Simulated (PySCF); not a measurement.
# [Er(NH3)]3+: forces at shaken geometries

How stiff is [Er(NH3)]3+? Its atoms are displaced at random by several amounts. It is a constructed species; whether it can be made isn't addressed.

Program: PySCF 2.14.0. Level of theory: r2SCAN, Er lcecp-1-SVP with ECP57, N def2-SVP, H def2-SVP; scalar-relativistic core potentials, no spin–orbit coupling. These are calculated values, not measurements.

## 1. The system as given

5 atoms, charge 3, spin multiplicity 1.

Bond lengths: Er1–N2 2.292 Å, N2–H3 1.050 Å, N2–H4 1.050 Å, N2–H5 1.050 Å. Angles: Er1–N2–H3 116.3°, Er1–N2–H4 116.3°, Er1–N2–H5 116.3°, H3–N2–H4 101.9°, H3–N2–H5 101.9°, H4–N2–H5 101.9°.

Geometry (Å):

```tsv
atom	x (Å)	y (Å)	z (Å)
Er1	0.00000	0.00000	-0.12500
N2	0.00000	0.00000	2.16656
H3	0.94178	0.00004	2.63147
H4	-0.47092	0.81559	2.63147
H5	-0.47086	-0.81562	2.63147
```

Formal oxidation states: Er +3. Each metal's 11 4f electrons lie in its core potential, so multiplicities, spins and levels count the valence alone. An earlier session relaxed this geometry at r2SCAN, Er lcecp-1-SVP with ECP57, N def2-SVP, H def2-SVP (singlet, point group C3v).

Its energy there is -93.407792 Eh.

## 2. Atoms moved at random, σ = 0.06 Å

Contents of run.py (the lines that set the calculation):

```python
mol = gto.M(atom='''
Er    -0.00364     0.01526    -0.03231
N      0.02127     0.00803     2.12992
H      0.89165    -0.09867     2.50449
H     -0.46431     0.84942     2.64270
H     -0.44498    -0.77404     2.69117''',
    basis={'Er': 'lcecp-1-SVP', 'N': 'def2-SVP', 'H': 'def2-SVP'},
    ecp={'Er': 'lcecp-1-SVP'},
    charge=3, spin=0)
mf = dft.RKS(mol, xc='R2SCAN')
mf.grids.atom_grid = (50, 194)  # f atoms: unpruned, at least (60, 302)
mf = mf.density_fit()  # fitting sets: Er AutoAux, N def2-universal-JKFIT, H def2-universal-JKFIT
mf.conv_tol = 1e-08; mf.max_cycle = 55
mf.kernel(dm0)  # dm0: the density of the relaxed state
```

Launch:

```console
OMP_NUM_THREADS=2 python run.py
```

## 3. Atoms moved at random, σ = 0.15 Å

Contents of run.py (the lines that set the calculation):

```python
mol = gto.M(atom='''
Er     0.13073     0.05338    -0.28418
N     -0.10677    -0.30417     2.35758
H      1.14103     0.12468     2.56435
H     -0.64667     0.91867     2.55162
H     -0.51832    -0.79256     2.74660''',
    basis={'Er': 'lcecp-1-SVP', 'N': 'def2-SVP', 'H': 'def2-SVP'},
    ecp={'Er': 'lcecp-1-SVP'},
    charge=3, spin=0)
mf = dft.RKS(mol, xc='R2SCAN')
mf.grids.atom_grid = (50, 194)  # f atoms: unpruned, at least (60, 302)
mf = mf.density_fit()  # fitting sets: Er AutoAux, N def2-universal-JKFIT, H def2-universal-JKFIT
mf.conv_tol = 1e-08; mf.max_cycle = 55
mf.kernel(dm0)  # dm0: the density of the relaxed state
```

## 4. Atoms moved at random, σ = 0.1 Å

Contents of run.py (the lines that set the calculation):

```python
mol = gto.M(atom='''
Er     0.18226    -0.06857    -0.05781
N      0.00593    -0.04880     2.10685
H      0.74947     0.06160     2.67593
H     -0.36096     0.81594     2.54816
H     -0.57669    -0.76017     2.66284''',
    basis={'Er': 'lcecp-1-SVP', 'N': 'def2-SVP', 'H': 'def2-SVP'},
    ecp={'Er': 'lcecp-1-SVP'},
    charge=3, spin=0)
mf = dft.RKS(mol, xc='R2SCAN')
mf.grids.atom_grid = (50, 194)  # f atoms: unpruned, at least (60, 302)
mf = mf.density_fit()  # fitting sets: Er AutoAux, N def2-universal-JKFIT, H def2-universal-JKFIT
mf.conv_tol = 1e-08; mf.max_cycle = 55
mf.kernel(dm0)  # dm0: the density of the relaxed state
```

What does the calculation give? Wanted: for each run, σ; energy rise; harmonic estimate −½ F·u; largest force component.

As calculated:

| σ (Å) | energy rise (eV) | harmonic estimate −½ F·u (eV) | largest force component (eV/Å) |
| --- | --- | --- | --- |
| 0.06 | 0.410 | 0.424 | 5.36 |
| 0.1 | 0.598 | 0.574 | 5.43 |
| 0.15 | 6.697 | 7.605 | 29.81 |

Every displacement raises the energy. For a harmonic well the rise equals −½ F·u; at σ = 0.15 Å the two differ by 14 %, from anharmonicity and the small forces left at the relaxed point. These are double-zeta-type bases without diffuse functions. Spin–orbit coupling is left out.
